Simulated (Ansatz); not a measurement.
This script drives the Python package of Ansatz (0.2.0).

Input file `c3h3brs.xyz`:
```text
8

Br   -1.01710    0.22510    2.39320
C    -0.05280    0.91340    0.97320
C     0.14810    0.25010   -0.14740
C     0.04730   -0.92350   -0.86880
S     0.98080    0.40800   -1.58630
H     0.34830    1.92560    1.14090
H     0.57510   -1.80470   -0.59420
H    -0.93740   -1.05100   -1.36650
```

The script, `methods_c3h3brs.py`:
```python
from pathlib import Path
import logging
import sys

import ansatz
import numpy as np

logging.basicConfig(stream=sys.stdout, format='[%(levelname)s] %(message)s')
logger = logging.getLogger('run')
logger.setLevel(logging.INFO)

molecule = ansatz.Crystal.molecule_from_extxyz('c3h3brs.xyz')

calc = molecule.calculation().basis(gaussian='def2-SVP')

logger.info('functional    E (Ha)        dipole (D)   HOMO (eV)  LUMO (eV)')
for name in ['pbe0', 'cam_b3lyp', 'revpbe', 'r2scan0', 'hse06']:
    rep = calc.functional(name).forces().orbitals().run(threads=1, runs_dir='runs').report
    lines = Path(rep['orbitals_path']).read_text().splitlines()
    field_of = lambda key: [line.split('=')[1].strip() for line in lines if line.startswith(key)]
    orbitals = [(27.211386 * float(e), s, float(n)) for e, s, n in zip(field_of('Ene='), field_of('Spin='), field_of('Occup='))]
    homo = max(e for e, _, n in orbitals if n > 0.5)
    lumo = min(e for e, _, n in orbitals if n < 0.5)
    dipole = 4.803205 * np.linalg.norm(rep['charge_distribution']['dipole_moment_e_ang'])
    logger.info(f'{name:10s} {rep["free_energy_ev"] / 27.211386246:14.6f} {dipole:9.3f} {homo:11.3f} {lumo:10.3f}')
```

It is started by `python methods_c3h3brs.py`. How long does it take on 1 thread of Arm Neoverse V1, with other jobs on the host, and how much memory does it need?

It took about 34 s, with a peak of 0.34 GiB, for 5 runs of the engine.

```console
$ python methods_c3h3brs.py
[INFO] functional    E (Ha)        dipole (D)   HOMO (eV)  LUMO (eV)
[INFO] pbe0         -3087.306041     0.979      -6.340     -0.204
[INFO] cam_b3lyp    -3087.937654     0.966      -7.502      1.024
[INFO] revpbe       -3087.558095     0.950      -5.155     -1.031
[INFO] r2scan0      -3087.753831     1.018      -6.514     -0.146
[INFO] hse06        -3087.296886     0.980      -5.947     -0.581
```

Total energies depend on the basis set; only differences at equal settings carry meaning. The geometry is a force-field or estimated start, not a minimum of this method, and the basis set is short of its limit. A lower total doesn't mark the better method: functionals have no common bound, and MP2 and coupled cluster aren't variational. Levels such as HOMO and LUMO are orbital energies: with these approximate functionals they aren't the ionisation energy and electron affinity, and their gap isn't the fundamental gap. hse06 follows the composition of plane-wave codes, whose totals differ by tens of mHa, up to about 0.1 Ha, from the form usual in Gaussian-basis programs (wpbeh).
